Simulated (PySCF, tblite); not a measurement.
# C13H8O: excited states

What do calculations give for the excited states of C13H8O (`O=Cc1cccc2c1-c1ccccc1-2`)?

Programs: tblite 0.8.0 and PySCF 2.14.0, with routines of our own; each step states its level. All values are computed. Atoms count from 0.

### Step 1. The system as given

22 atoms, charge 0, multiplicity 1; geometry from: force field or distance geometry start.

### Step 2. Relaxing the molecule with GFN2-xTB

What the job is given:

```
{"job": {"kind": "relax", "xc": "GFN2-xTB", "basis": "xTB"}, "charge": 0, "multiplicity": 1}
O     -3.376600     2.577900     0.441100
C     -2.192500     2.175400     0.337500
C     -1.853600     0.752600     0.146900
C     -2.940100    -0.123000     0.048800
C     -2.714400    -1.497700    -0.129100
C     -1.431700    -1.983000    -0.247100
C     -0.364000    -1.072200    -0.158700
C     -0.584200     0.278900     0.040900
C      0.837100     0.513800     0.024900
C      1.920900     1.382200     0.111100
C      3.225900     0.896600    -0.003400
C      3.417800    -0.470400    -0.192800
C      2.331000    -1.343400    -0.269100
C      1.075200    -0.815800    -0.168600
H     -1.344900     2.879700     0.417600
H     -3.970500     0.212100     0.149500
H     -3.584800    -2.128900    -0.191900
H     -1.210800    -3.030300    -0.393900
H      1.757800     2.444500     0.262500
H      4.075700     1.575900     0.069500
H      4.439600    -0.805300    -0.270200
H      2.476600    -2.400100    -0.426900
```

Launch:

```sh
OMP_NUM_THREADS=1 python excited_run.py task.json out
```

The driver reads the jobs from task.json and runs them one after another.

Output:

```text
step      E/eV     max force
  0    -975.94986    4.150
  1    -976.23428    3.461
  2    -976.39173    1.224
  3    -976.42076    0.483
  4    -976.44722    0.459
  5    -976.47316    0.510
  6    -976.47988    0.202
  7    -976.48471    0.205
  8    -976.48800    0.184
  9    -976.48976    0.110
 10    -976.49108    0.090
 11    -976.49196    0.095
 12    -976.49267    0.078
 13    -976.49321    0.053
 14    -976.49375    0.069
 15    -976.49436    0.087
 16    -976.49505    0.085
 17    -976.49569    0.067
 18    -976.49626    0.059
 19    -976.49681    0.065
 20    -976.49738    0.075
 21    -976.49791    0.070
 22    -976.49838    0.049
 23    -976.49881    0.057
 24    -976.49919    0.047
 25    -976.49948    0.034
 26    -976.49968    0.039
 27    -976.49985    0.034
 28    -976.50003    0.031
 29    -976.50017    0.023
 30    -976.50025    0.025
 31    -976.50031    0.024
 32    -976.50037    0.024
 33    -976.50047    0.019
 34    -976.50056    0.020
 35    -976.50062    0.017
 36    -976.50066    0.013
 37    -976.50068    0.010
 38    -976.50070    0.010
 39    -976.50072    0.009
```

It took 0.32 s on 1 thread of Arm Neoverse V2, shared host; peak memory 0.18 GiB.

The steps of the relaxation: (not every step is listed)

| step | energy from step 0 (eV) | largest force (eV/Å) |
| --- | --- | --- |
| 0 | 0.0000 | 4.1503 |
| 1 | -0.2844 | 3.4615 |
| 2 | -0.4419 | 1.2236 |
| 3 | -0.4709 | 0.4831 |
| 4 | -0.4974 | 0.4586 |
| 5 | -0.5233 | 0.5096 |
| 6 | -0.5300 | 0.2021 |
| 7 | -0.5349 | 0.2053 |
| 8 | -0.5381 | 0.1839 |
| 10 | -0.5412 | 0.0902 |
| 12 | -0.5428 | 0.0781 |
| 14 | -0.5439 | 0.0690 |
| 16 | -0.5452 | 0.0849 |
| 18 | -0.5464 | 0.0593 |
| 20 | -0.5475 | 0.0745 |
| 22 | -0.5485 | 0.0494 |
| 24 | -0.5493 | 0.0473 |
| 26 | -0.5498 | 0.0387 |
| 28 | -0.5502 | 0.0313 |
| 30 | -0.5504 | 0.0246 |
| 32 | -0.5505 | 0.0236 |
| 34 | -0.5507 | 0.0197 |
| 35 | -0.5508 | 0.0171 |
| 36 | -0.5508 | 0.0135 |
| 37 | -0.5508 | 0.0100 |
| 38 | -0.5508 | 0.0099 |
| 39 | -0.5509 | 0.0092 |

Close pairs (by a distance rule), those that changed most:

| bond | before (Å) | after (Å) | change (Å) |
| --- | --- | --- | --- |
| C8–C13 | 1.365 | 1.424 | +0.060 |
| O0–C1 | 1.255 | 1.205 | -0.050 |
| C7–C8 | 1.441 | 1.489 | +0.048 |
| C5–C6 | 1.406 | 1.361 | -0.045 |
| C6–C7 | 1.383 | 1.423 | +0.040 |
| C4–C5 | 1.377 | 1.413 | +0.037 |
| C3–C4 | 1.404 | 1.372 | -0.032 |
| C6–C13 | 1.462 | 1.494 | +0.032 |

The end geometry stands in the next job.

### Step 3. Vibrational analysis with GFN2-xTB

What the job is given:

```
{"job": {"kind": "ir", "xc": "GFN2-xTB", "basis": "xTB"}, "charge": 0, "multiplicity": 1}
O     -3.256109     2.709893     0.455166
C     -2.161755     2.215366     0.351899
C     -1.886515     0.792661     0.150174
C     -2.938911    -0.158086     0.054269
C     -2.703679    -1.496428    -0.135394
C     -1.397709    -2.024152    -0.249686
C     -0.387232    -1.117299    -0.158942
C     -0.621593     0.272703     0.038184
C      0.845722     0.526291     0.026083
C      1.855785     1.435492     0.118333
C      3.155360     0.904035     0.004695
C      3.386384    -0.440867    -0.186826
C      2.339531    -1.379703    -0.282440
C      1.085185    -0.863917    -0.171311
H     -1.244601     2.835668     0.407019
H     -3.949052     0.214442     0.138029
H     -3.540783    -2.175692    -0.200728
H     -1.242088    -3.081826    -0.398451
H      1.702244     2.493313     0.268035
H      3.997161     1.577809     0.070153
H      4.404764    -0.792245    -0.267378
H      2.547482    -2.428072    -0.432517
```

Output:

```text
mode    cm-1     km/mol
  1      70.8      3.07
  2     101.2      0.31
  3     117.5      2.41
  4     130.8      7.97
  5     197.9      4.18
  6     248.2      4.17
  7     308.7      0.58
  8     365.8      0.06
  9     393.3      0.14
 10     397.4      3.22
 11     410.1      0.08
 12     453.2      0.67
 13     549.3      0.66
 14     571.3      1.24
 15     578.2      6.02
 16     649.3      2.97
 17     653.1      0.24
 18     707.6      1.70
 19     742.0      0.28
 20     765.8     35.10
 21     766.0     20.42
 22     791.8     10.99
 23     878.6      0.01
 24     879.5      9.84
 25     892.9      0.00
 26     899.9      0.69
 27     921.6      1.16
 28     922.9      0.02
 29     924.2      0.02
 30     970.9      3.44
 31    1037.4      6.34
 32    1045.9      1.42
 33    1083.1      0.83
 34    1113.6      1.29
 35    1137.5      7.00
 36    1171.6     17.13
 37    1188.9      0.06
 38    1199.1      0.67
 39    1229.2     72.11
 40    1252.6      0.14
 41    1300.9     20.97
 42    1348.6     25.65
 43    1381.2      5.93
 44    1384.8      2.48
 45    1427.3     22.21
 46    1433.9      0.58
 47    1487.8      0.71
 48    1594.9     67.39
 49    1603.1      4.04
 50    1632.0      1.14
 51    1723.1    126.06
 52    1741.9    413.79
 53    2756.6     92.46
 54    3076.6      0.37
 55    3081.6     10.92
 56    3083.5     11.69
 57    3089.4     41.95
 58    3090.8     56.54
 59    3094.8     49.59
 60    3098.2     22.91
```

Wall time 1 s (1 thread of Arm Neoverse V2, shared host); peak memory 0.18 GiB.

The strongest bands and the atoms that carry them (share of the mass-weighted mode):

| cm⁻¹ | km/mol | atoms |
| --- | --- | --- |
| 1229 | 72.1 | C2 34 %, H16 28 %, H15 13 % |
| 1595 | 67.4 | C7 21 %, C2 16 %, C13 12 % |
| 1723 | 126.1 | C13 18 %, C6 17 %, C8 16 %, C7 12 % |
| 1742 | 413.8 | C1 53 %, O0 35 % |
| 2757 | 92.5 | H14 94 % |
| 3089 | 42.0 | H21 40 %, H18 33 % |
| 3091 | 56.5 | H17 56 %, H15 20 % |
| 3095 | 49.6 | H19 27 %, H20 26 %, H21 22 %, H18 15 % |

### Step 4. Excited states: TDA wB97X-D/def2-SVP

Settings changed since step 3:

```diff
@@ -1,2 +1,2 @@
-{"job": {"kind": "ir", "xc": "GFN2-xTB", "basis": "xTB"}, "charge": 0, "multiplicity": 1}
+{"job": {"kind": "states", "xc": "wB97X-D", "basis": "def2-SVP", "tda": true, "soc": true, "nstates": 5, "ntriplets": 6, "nquad": 4}, "charge": 0, "multiplicity": 1}
 O     -3.256109     2.709893     0.455166
```

With the program's defaults for keys left out, this is: TDA wB97X-D/def2-SVP excited states, vertical, gas phase, spin-orbit mean-field couplings.

Output:

```text
coarse grid: 20168 points
cycle   1  E = -574.4705060863  dE =  3.659e+00  |g| = 8.387e-01  |ddm| = 6.244e+00
cycle   2  E = -574.2918574260  dE =  1.786e-01  |g| = 1.338e+00  |ddm| = 3.122e+00
cycle   3  E = -574.6343911591  dE = -3.425e-01  |g| = 6.383e-02  |ddm| = 2.046e+00
cycle   4  E = -574.6355743630  dE = -1.183e-03  |g| = 4.395e-02  |ddm| = 1.643e-01
cycle   5  E = -574.6360899499  dE = -5.156e-04  |g| = 1.246e-02  |ddm| = 8.385e-02
cycle   6  E = -574.6361371871  dE = -4.724e-05  |g| = 4.784e-03  |ddm| = 2.670e-02
cycle   7  E = -574.6361465923  dE = -9.405e-06  |g| = 1.467e-03  |ddm| = 1.200e-02
final grid: 199888 points
cycle   8  E = -574.7301124395  dE = -1.285e-04  |g| = 4.108e-03  |ddm| = 9.701e-02
cycle   9  E = -574.7301148279  dE = -2.388e-06  |g| = 3.435e-03  |ddm| = 1.515e-02
cycle  10  E = -574.7301172927  dE = -2.465e-06  |g| = 1.222e-03  |ddm| = 4.467e-03
cycle  11  E = -574.7301176385  dE = -3.458e-07  |g| = 3.972e-04  |ddm| = 2.575e-03
cycle  12  E = -574.7301176879  dE = -4.939e-08  |g| = 1.190e-04  |ddm| = 6.587e-04
cycle  13  E = -574.7301176943  dE = -6.369e-09  |g| = 5.842e-05  |ddm| = 3.330e-04
cycle  14  E = -574.7301176965  dE = -2.216e-09  |g| = 2.553e-05  |ddm| = 1.581e-04
cycle  15  E = -574.7301176970  dE = -5.598e-10  |g| = 9.533e-06  |ddm| = 8.727e-05
converged SCF energy = -574.7301176970

Singlet excitations
state   eV       nm        f     d(h-e)  d(exc)  Lambda  PR(NTO)  |dmu|/D   mu/D   main configurations
  1   3.6054   343.9   0.04164   0.559   3.483   0.727   1.065    1.401    4.977   H->L 0.58, H->L+1 0.37
  2   3.8530   321.8   0.00008   1.150   2.734   0.391   1.006    3.187    0.889   H-2->L 0.75, H-2->L+2 0.15
  3   4.0185   308.5   0.15534   0.385   3.646   0.761   1.380    0.996    4.523   H->L+1 0.54, H->L 0.27, H-1->L+1 0.10
  4   5.2330   236.9   0.07344   0.797   3.266   0.723   2.342    2.099    5.776   H->L+2 0.39, H-3->L+1 0.17, H-3->L 0.11
  5   5.6414   219.8   0.53257   0.695   3.663   0.757   1.292                     H-1->L 0.79

Triplet excitations (Tamm-Dancoff)
state   eV     d(h-e)  d(exc)  Lambda  PR(NTO)   main configurations
  1   2.5925   0.136   3.174   0.763   1.191   H->L+1 0.55, H->L 0.36
  2   3.0909   0.651   3.570   0.725   1.089   H->L 0.56, H->L+1 0.36
  3   3.3158   1.046   2.608   0.388   1.006   H-2->L 0.71, H-2->L+2 0.18
  4   3.9733   0.458   3.185   0.772   1.278   H-1->L 0.67, H-3->L 0.14
  5   4.3881   0.152   2.717   0.808   2.762   H->L+3 0.33, H-4->L+1 0.27
  6   4.4343   0.403   3.143   0.734   1.628   H-1->L+1 0.59, H->L+2 0.11, H-3->L 0.08
S1 - T1 = 1.0129 eV

Spin-orbit couplings |<S|Hso|T>| (cm-1)
             T1       T2       T3       T4       T5       T6
S0        0.074    0.023   50.384    0.046    0.007    0.008
S1        0.000    0.013    1.661    0.005    0.017    0.034
S2        4.004    2.786    0.180   18.271    0.709    3.968
S3        0.005    0.003    0.515    0.002    0.026    0.009
S4        0.008    0.009    0.917    0.008    0.005    0.003
S5        0.001    0.010   13.940    0.006    0.004    0.002
T1 sublevels (cm-1): 0.000 0.000 0.001   radiative rates (1/s): 2.81e-05 1.58e-05 0.0286
```

It took 71 s on 1 thread of Arm Neoverse V2, shared host; peak memory 1.1 GiB.

Key values:

| quantity | value |
| --- | --- |
| S1 less T1 | 1.01 eV |

### Step 5. What came out

| quantity | value |
| --- | --- |
| strongest single infrared mode (GFN2-xTB) | 1742 cm⁻¹, 414 km/mol |
| zero-point energy (GFN2-xTB) | 101.7 kcal/mol |
| S1 less T1 (step 4, TDA wB97X-D/def2-SVP) | 1.01 eV |

**Reading.** All 60 modes are real, so the xTB geometry is a minimum. The strongest single mode, at 1742 cm⁻¹, moves mainly C1 and O0. GFN2-xTB is a fitted tight-binding method: band positions and strengths are rough. Its intensities can rank the bands wrongly. In step 4, the number of triplets below S1 is 3, and the largest singlet-triplet spin-orbit coupling is S0–T3, 50.38 cm⁻¹.
